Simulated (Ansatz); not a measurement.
Relaxation of a periodic cell of 17 atoms, Si (host Si, host structure diamond, interstitial Si), to a largest force component of 0.03 eV/Å in at most 60 steps.

All numbers below come from Ansatz 0.2.0, DFT LDA, scalar-relativistic, plane waves, PAW. Settings: PAW set soft_1, cutoff 420 eV, k mesh 2x2x2, gaussian smearing 0.02 eV, no spin polarisation.

```xyz
17
Lattice="0.0000 5.4300 5.4300 5.4300 0.0000 5.4300 5.4300 5.4300 0.0000" Properties=species:S:1:pos:R:3
Si 0.000 0.000 0.000
Si 1.357 1.357 1.357
Si 2.715 2.715 0.000
Si 4.072 4.072 1.357
Si 2.715 0.000 2.715
Si 4.072 1.357 4.072
Si 5.430 2.715 2.715
Si 6.787 4.072 4.072
Si 0.000 2.715 2.715
Si 1.357 4.072 4.072
Si 2.715 5.430 2.715
Si 4.072 6.787 4.072
Si 2.715 2.715 5.430
Si 4.072 4.072 6.787
Si 5.430 5.430 5.430
Si 6.787 6.787 6.787
Si 6.773 3.995 6.749
```

Problem. Where does it end, and by what steps?

Solution. It converged. Limits of this set-up: PAW files made for another functional, a small cell, in which the defect meets its images. After 3 steps the energy has fallen by 0.136 eV; Si17 moved furthest, 0.08 Å.

```
step  energy less start (eV)  largest force component (eV/Å)  accepted
   0                  0.0000                           0.726       yes
   1                 -0.1142                           0.324       yes
   2                 -0.1359                           0.031       yes
   3                 -0.1363                           0.002       yes
```

```xyz
17
Lattice="0.0000 5.4300 5.4300 5.4300 0.0000 5.4300 5.4300 5.4300 0.0000" Properties=species:S:1:pos:R:3
Si -0.006 0.001 -0.007
Si 1.357 1.320 1.355
Si 2.735 2.689 -0.023
Si 4.105 4.068 1.355
Si 2.719 0.001 2.718
Si 4.072 1.354 4.071
Si 5.424 2.706 2.718
Si 6.787 4.068 4.037
Si -0.022 2.689 2.734
Si 1.356 4.068 4.104
Si 2.734 5.446 2.733
Si 4.071 6.782 4.070
Si 2.719 2.706 5.423
Si 4.039 4.068 6.785
Si 5.409 5.446 5.407
Si 6.787 6.816 6.785
Si 6.786 4.067 6.785
```

Whether the end is a true minimum wasn't checked by a vibrational analysis.

Run time: 24 s on 1 thread of Arm Neoverse V1 (shared host), peak memory 0.46 GiB.
